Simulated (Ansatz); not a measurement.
# CH6B2O (SMILES BB(C)O) at BHLYP/def2-SVP

Aim: the vertical singlet–triplet gap of CH6B2O at BHLYP/def2-SVP, from 2 runs. 

The results are computed with Ansatz 0.2.0.

69 further runs of the same task are left out: 69 set aside as unsound or not needed.

**1. The system as given**

The species is CH6B2O (10 atoms), meant as a singlet with charge 0. As SMILES, `BB(C)O`. Geometry: relaxed at PBE0-D4/def2-TZVP. This is one conformer, not always the lowest.

Bond lengths: B1–B2 1.681 Å, B2–C3 1.575 Å, B2–O4 1.367 Å, B1–H5 1.201 Å, B1–H6 1.200 Å, C3–H7 1.093 Å, C3–H8 1.094 Å, C3–H9 1.097 Å, O4–H10 0.959 Å. Some angles: B1–B2–C3 118.7°, B1–B2–O4 125.5°, C3–B2–O4 115.8°, B2–B1–H5 121.9°, B2–B1–H6 122.5°, B2–C3–H7 113.8°, B2–C3–H8 111.5°, B2–C3–H9 108.5°, B2–O4–H10 114.4°, H5–B1–H6 115.4°.

**2. The energy at BHLYP/def2-SVP**

File in.yaml:

```yaml
crystal:
  periodic: [false, false, false]
  atoms:
    - symbol: B
      position_ang: [-1.157400, 0.826800, -0.622100]
    - symbol: B
      position_ang: [0.289400, 0.045900, -0.271000]
    - symbol: C
      position_ang: [0.377300, -0.834700, 1.032200]
    - symbol: O
      position_ang: [1.432600, 0.117800, -1.017900]
    - symbol: H
      position_ang: [-2.010400, 0.312100, -1.292200]
    - symbol: H
      position_ang: [-1.440400, 1.898900, -0.162200]
    - symbol: H
      position_ang: [-0.546500, -1.371000, 1.265900]
    - symbol: H
      position_ang: [1.200400, -1.552500, 0.975700]
    - symbol: H
      position_ang: [0.572700, -0.174500, 1.886700]
    - symbol: H
      position_ang: [1.365300, 0.679800, -1.792300]
basis:
  gaussian: {orbitals: def2-SVP}
hamiltonian: {xc: {name: BHLYP}}
output: {orbitals: {seedname: orbitals}}
accuracy: high
```

Launch:

```sh
$ ansatz run in.yaml --threads 1 --pin off --max-ram 3480MiB --events-out events.jsonl --progress --plain --runs-dir runs
```

The program printed:

```text
Warning: RAYON_NUM_THREADS=1 ignored (pool sized by the plan → 1); use --threads N
Functional definition: BHLYP
  name "BHLYP"
  parameter a = 0.5
  exchange = (1 - a)*b88_x + a*exact_x
  correlation = lyp_c
2073 factors; integrals over basis functions are off by at most 3.2e-9 eV
mean field evaluation 1: about -4524.3101 eV, gradient 4.7e1 eV
mean field evaluation 2: about -4524.8668 eV, gradient 4.6e1 eV
mean field evaluation 4: about -4529.0249 eV, gradient 1.7e0 eV
mean field evaluation 8: about -4529.0316 eV, gradient 3.5e-2 eV
mean field evaluation 16: about -4529.0316 eV, gradient 8.4e-6 eV
mean field -4529.03164485 eV, -166.4388430604 hartree, gradient 9.1e-8 eV, S^2 0.000000; 0 other end points of the search recorded, 0 dependent functions left out
reference -4529.03167320 eV, -166.4388441022 hartree; 15, 15 occupied and 71, 71 virtual orbitals, 2073 factors
Total energy: -4529.03167320 eV, -166.4388441022 hartree
```

Wall time 6 s (1 thread of Arm Neoverse V2, shared host); peak memory 0.27 GiB.

**3. The triplet at the same level**

File run.yaml:

```yaml
crystal:
  periodic: [false, false, false]
  atoms:
    - {symbol: B, position_ang: [-1.157400, 0.826800, -0.622100]}
    - {symbol: B, position_ang: [0.289400, 0.045900, -0.271000]}
    - {symbol: C, position_ang: [0.377300, -0.834700, 1.032200]}
    - {symbol: O, position_ang: [1.432600, 0.117800, -1.017900]}
    - {symbol: H, position_ang: [-2.010400, 0.312100, -1.292200]}
    - {symbol: H, position_ang: [-1.440400, 1.898900, -0.162200]}
    - {symbol: H, position_ang: [-0.546500, -1.371000, 1.265900]}
    - {symbol: H, position_ang: [1.200400, -1.552500, 0.975700]}
    - {symbol: H, position_ang: [0.572700, -0.174500, 1.886700]}
    - {symbol: H, position_ang: [1.365300, 0.679800, -1.792300]}
basis:
  gaussian: {orbitals: def2-SVP}
magnetization: {spin_polarized: true, initial_magnetization: 2}
hamiltonian: {xc: {name: BHLYP}}
accuracy: high
output: {orbitals: {seedname: orbitals}}
```

Launch:

```sh
$ ansatz run run.yaml --threads 1 --pin off --max-ram 3480MiB --events-out events.jsonl --progress --plain --runs-dir runs
```

The program printed:

```text
Warning: RAYON_NUM_THREADS=1 ignored (pool sized by the plan → 1); use --threads N
[... 5 set-up lines as earlier in the session ...]
2073 factors; integrals over basis functions are off by at most 3.2e-9 eV
mean field evaluation 1: about -4521.2452 eV, gradient 3.0e1 eV
mean field evaluation 2: about -4522.2416 eV, gradient 2.8e1 eV
mean field evaluation 4: about -4525.1803 eV, gradient 1.2e0 eV
mean field evaluation 8: about -4525.2483 eV, gradient 6.9e-2 eV
mean field evaluation 16: about -4525.2484 eV, gradient 1.0e-4 eV
mean field evaluation 32: about -4525.2484 eV, gradient 9.5e-9 eV
mean field -4525.24839272 eV, -166.2998111090 hartree, gradient 9.5e-9 eV, S^2 2.005812; 0 other end points of the search recorded, 0 dependent functions left out
reference -4525.24842057 eV, -166.2998121323 hartree; 16, 14 occupied and 70, 72 virtual orbitals, 2073 factors
Total energy: -4525.24842057 eV, -166.2998121323 hartree
```

It took 12 s on 1 thread of Arm Neoverse V2, shared host; peak memory 0.37 GiB.

**4. What came out**

Level: BHLYP/def2-SVP.

```
                                        quantity          value
                           singlet: total energy  -166.43884 Eh
                            singlet: HOMO energy       -8.92 eV
                            singlet: LUMO energy       -0.71 eV
                          singlet: HOMO–LUMO gap        8.21 eV
                           triplet: total energy  -166.29981 Eh
     triplet: HOMO energy (highest over α and β)       -5.23 eV
      triplet: LUMO energy (lowest over α and β)       -4.31 eV
                                   triplet: ⟨S²⟩          2.006
vertical energy of the triplet above the singlet       3.783 eV
```

In words: At this shape the triplet lies 3.78 eV (87 kcal/mol) above the singlet.
